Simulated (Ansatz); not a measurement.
# CuTe: the cost of one run

Method: DFT PBEsol, scalar-relativistic, plane waves, PAW, in Ansatz 0.2.0.

1 further run of the same task is left out (set aside as unsound or not needed). Runs told in other sessions of the task aren't counted.

## Step 1: The starting structure

The structure is orthorhombic, space group Pmmn (No. 59). Conventional cell: a = 3.100 Å, b = 4.020 Å, c = 6.860 Å, α = 90.00°, β = 90.00°, γ = 90.00°. Cu (site symmetry mm2) has 4 Te at 2.54 to 2.73 Å and 4 Cu at 2.63 Å in its first shell of neighbours. Around Te (site symmetry mm2) lie 4 Cu at 2.54 to 2.73 Å.

Coordinates:

```
CELL_PARAMETERS angstrom
3.10000 0.00000 0.00000
0.00000 4.02000 0.00000
0.00000 0.00000 6.86000
ATOMIC_POSITIONS crystal
Cu 0.00000 0.50000 0.44900
Cu 0.50000 0.00000 0.55100
Te 0.00000 0.00000 0.22300
Te 0.50000 0.50000 0.77700
```

No relaxation comes first: the listed cell is the starting point.

## Step 2: The reference: the undisturbed cell on the scan's mesh

Input file input.yaml:

```yaml
crystal:
  lattice:
    - [3.1, 0.0, 0.0]
    - [0.0, 4.02, 0.0]
    - [0.0, 0.0, 6.86]
  atoms:
    - { symbol: Cu, position: [0.0, 0.5, 0.449] }
    - { symbol: Cu, position: [0.5, 0.0, 0.551] }
    - { symbol: Te, position: [0.0, 0.0, 0.223] }
    - { symbol: Te, position: [0.5, 0.5, 0.777] }
basis:
  ecutwfc: 420
kpoints:
  mp_grid: { grid: [16, 12, 8] }
hamiltonian:
  xc: pbesol
scf:
  occupations: { method: gaussian, width: 0.15 }
output:
  forces: true
  stress: true
  eigenvalues: true
```

Run with:

```bash
$ ansatz run input.yaml --threads 1 --pin off --max-ram 2560MiB --backend cpu --events-out ev --progress --plain --runs-dir out
```

Q: Estimate wall time and peak memory on 1 thread of Arm Neoverse V2, shared host.

About 56 s, with a peak of 0.91 GiB.
